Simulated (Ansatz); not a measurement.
Working through a comparison of norm-conserving and PAW potentials of Cu2Sn2Pd, space group P-3m1

Computed with Ansatz 0.2.0, Python API.

Typed at the interpreter:
```pycon
>>> import ansatz as az
>>> import numpy as np
>>> from pymatgen.core import Lattice, Structure
>>> from pymatgen.io.ase import AseAtomsAdaptor
>>> def count_gap(report):
...     # lowest empty less highest filled band, counting bands; zero where they overlap
...     return max(report.get("gap_by_band_count_ev") or 0.0, 0.0)
...
>>> pmg_structure = Structure(
...     Lattice([[4.415869, 0.0, 0.0], [-2.207934, 3.824255, 0.0], [0.0, 0.0, 5.521845]]),
...     ["Cu", "Cu", "Sn", "Sn", "Pd"],
...     [
...         [1 / 3, 2 / 3, 0.702337],
...         [2 / 3, 1 / 3, 0.297663],
...         [1 / 3, 2 / 3, 0.204231],
...         [2 / 3, 1 / 3, 0.795769],
...         [0.0, 0.0, 0.5],
...     ],
... )
>>> system = az.Crystal.from_ase(AseAtomsAdaptor.get_atoms(pmg_structure))
>>> job = system.calculation()
>>> job = job.functional(az.Functional.PBESOL)
>>> job = job.kpoints(spacing=0.52)
>>> job = job.occupations("cold", width=0.15).mixing("msr1")
>>> job = job.scf(tolerance=1e-07, lower_state_search="off")
>>> job = job.stress().forces()
>>> job = job.band_table()
>>> variants = {
...     "PAW": job.pseudopotentials("paw"),
...     "norm-conserving": job.pseudopotentials("nc"),
... }
>>> # totals differ by the cores that each treatment holds, so compare what does not depend on them
>>> rows = []
>>> for label, variant in variants.items():
...     r = variant.run().report
...     levels = np.array(r["eigenvalues_ev"][0]) - r["fermi_energy_ev"]
...     print(label, "levels at the first k-point near E_F:", np.round(levels[np.abs(levels) < 5], 3))
...     rows.append((label, r["n_electrons"], np.trace(r["stress_gpa"]) / 3, float(np.abs(r["forces_ev_ang"]).max()), count_gap(r)))
...
DeckWarning: basis.ecutwfc = 420 eV, auto-derived from the records' recommended cutoffs: set by Cu (normal level)
DeckWarning: output.stress: scf.convergence.dr2_threshold = 1e-7 eV (the SCF's general default) is looser than the 5e-10 eV advised for a printed stress (1e-10 eV for each atom of the cell: 5). What an SCF threshold leaves in a stress goes as its square root, [...]
PAW levels at the first k-point near E_F: [-4.288 -4.288 -3.844 -3.844 -3.729 -3.729 -3.306 -3.021 -3.021 -2.693
 -2.693 -2.495 -2.06  -2.06  -1.598  0.903  1.402  1.402  2.757  2.757
  3.412  4.079  4.079  4.819]
DeckWarning: basis.ecutwfc = 1251.723767 eV, auto-derived from the records' recommended cutoffs: set by Cu (normal level)
norm-conserving levels at the first k-point near E_F: [-4.278 -4.278 -3.829 -3.829 -3.708 -3.708 -3.283 -2.978 -2.978 -2.675
 -2.675 -2.475 -2.048 -2.048 -1.594  0.887  1.403  1.403  2.766  2.766
  3.402  4.064  4.064  4.807]
>>> for row in rows:
...     print("; ".join(f"{name} = {round(v, 4) if isinstance(v, float) else v}" for name, v in zip(["treatment", "electrons in bands", "P GPa", "max force component eV/A", "gap by band count eV"], row)))
...
treatment = PAW; electrons in bands = 84.0; P GPa = -5.7053; max force component eV/A = 0.1796; gap by band count eV = 0.0
treatment = norm-conserving; electrons in bands = 84.0; P GPa = -5.7983; max force component eV/A = 0.1724; gap by band count eV = 0.0
```

PAW gives -5.705 GPa and norm-conserving -5.798 GPa, 0.09 GPa apart. They took 5.7 and 25.1 s of processor time.

Notes:
- These settings explore the input space; cutoff and mesh may be short of convergence.
- For a metal this k-point mesh is coarse: on a finer one energies can move by several to tens of meV an atom and pressures by half a GPa or more, differences at one mesh by less.
- A gap by band count of zero or less means overlapping bands, a metal.
- At these settings the cell as given stands under about -6 GPa, so it isn't at this functional's equilibrium volume.
- This cell is a computed structure, which may not be the phase found in nature.
- Levels are Kohn-Sham eigenvalues on this mesh, without spin-orbit coupling.
- Warnings are shown shortened and without file and line.
- Stress is positive in compression.
- Hardware and time: 33 s on 1 thread of Arm Neoverse N1, on a shared host, peak memory 0.69 GiB.
